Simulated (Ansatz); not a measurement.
# ClH2OSn: the cost of one run

All numbers below are computed with Ansatz 0.2.0 (UKS B3LYP/def2-SVP).

## Step 1: Starting point

Bond lengths: O1–Sn2 1.929 Å, Sn2–Cl3 2.333 Å, O1–H4 0.931 Å, Sn2–H5 1.746 Å. Angles: O1–Sn2–Cl3 107.8°, O1–Sn2–H5 110.9°, Cl3–Sn2–H5 110.2°, Sn2–O1–H4 105.0°.

Coordinates:

```xyz
5

O    -1.3622    0.0804   -0.4171
Sn    0.5660    0.1362   -0.3794
Cl    1.2854   -1.2350    1.3663
H    -1.5766   -0.8239   -0.4722
H     1.1373    1.7687   -0.1390
```

## Step 2: Relaxing end A

The input, input.yaml:

```yaml
crystal:
  periodic: [false, false, false]
  atoms:
    - { symbol: O, position_ang: [-1.3622, 0.0804, -0.4171] }
    - { symbol: Sn, position_ang: [0.566, 0.1362, -0.3794] }
    - { symbol: Cl, position_ang: [1.2854, -1.235, 1.3663] }
    - { symbol: H, position_ang: [-1.5766, -0.8239, -0.4722] }
    - { symbol: H, position_ang: [1.1373, 1.7687, -0.139] }
magnetization:
  spin_polarized: true
  initial_magnetization: 1
basis:
  gaussian: { orbitals: def2-SVP }
hamiltonian:
  xc: b3lyp
relax:
  f_tol: 0.015
  max_steps: 40
```

Launch:

```bash
$ ansatz run input.yaml --threads 1 --pin off --max-ram 2048MiB --backend cpu --events-out ev --progress --plain --runs-dir out
```

**Question.** How long does this run take on 1 thread of Intel Xeon 6975P-C (Granite Rapids), shared host, and how much memory does it need?

About 19 s, with a peak of 0.2 GiB.
